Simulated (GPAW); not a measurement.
**BeH2O2 (Be(OH)2) in GPAW**

Aim: the charge distribution of BeH2O2 (Be(OH)2).

The results are computed with GPAW 26.7.0.

5 further runs of the same task are left out: 2 that didn't finish, 3 set aside as unsound or not needed.

### 1 Starting point

BeH2O2 has 5 atoms, charge 0, and is taken as a singlet. As SMILES, `[OH][Be][OH]`. The shape comes from GFN2-xTB, which is rough for such elements, and wasn't checked as a minimum.

Bond lengths: Be1–O2 1.385 Å, Be1–O4 1.384 Å, O2–H3 0.939 Å, O4–H5 0.939 Å. Angles: O2–Be1–O4 179.6°, Be1–O2–H3 178.5°, Be1–O4–H5 178.3°.

### 2 The job

mol.py

```python
import numpy as np
from ase import Atoms
from ase.units import Bohr, Debye
from gpaw import GPAW, setup_paths
from gpaw.atom.configurations import parameters
from gpaw.atom.generator import Generator

positions_bohr = np.array(
              [[  0.004819,  -0.008882,   0.003099],
               [ -0.335729,   0.772067,   2.477677],
               [ -0.586080,   1.341687,   4.139955],
               [  0.350922,  -0.804683,  -2.464883],
               [  0.566067,  -1.300188,  -4.155848]])
system = Atoms("BeOHOH", positions=positions_bohr * Bohr)
system.set_cell([12.0, 12.0, 12.0])
system.center()

for symbol in ["Be", "H", "O"]:
    Generator(symbol, xcname="WC", scalarrel=True, nofiles=True, txt=None).run(**parameters[symbol])
setup_paths.insert(0, ".")

gpaw_calc = GPAW(mode="lcao",
                 basis="dzp",
                 kpoints=(1, 1, 1),
                 maxiter=90,
                 h=0.2,
                 poissonsolver={"name": "MomentCorrectionPoissonSolver", "poissonsolver": "fast", "moment_corrections": 4},
                 xc="WC",
                 txt="-")
system.calc = gpaw_calc

energy = system.get_potential_energy()
print(f"Energy                  {energy:.5f} eV")
forces = system.get_forces()
print("Forces (eV/Ang)")
for symbol, f in zip(system.symbols, forces):
    print(f'{symbol:2} {f[0]:9.4f} {f[1]:9.4f} {f[2]:9.4f}')
dipole = system.get_dipole_moment() / Debye
print(f"Dipole                  {np.linalg.norm(dipole):.3f} D")
homo, lumo = gpaw_calc.get_homo_lumo()
print(f"HOMO: {homo:.3f} eV")
print(f"LUMO                    {lumo:.3f} eV")
print(f"Gap                     {lumo - homo:.3f} eV")
```

Started as:

```sh
$ python3 mol.py
```

The log of the run:

```text
TypeError: GPAW() got an unexpected keyword argument 'kpoints'
```

It took 2.1 s on 1 thread of Intel Xeon at 2.50GHz (Skylake/Cascade Lake), shared host; peak memory 0.12 GiB.

### 3 Reading the log

The input was rejected.

The log says `TypeError: GPAW() got an unexpected keyword argument 'kpoints'`. The fault: wrong keyword.
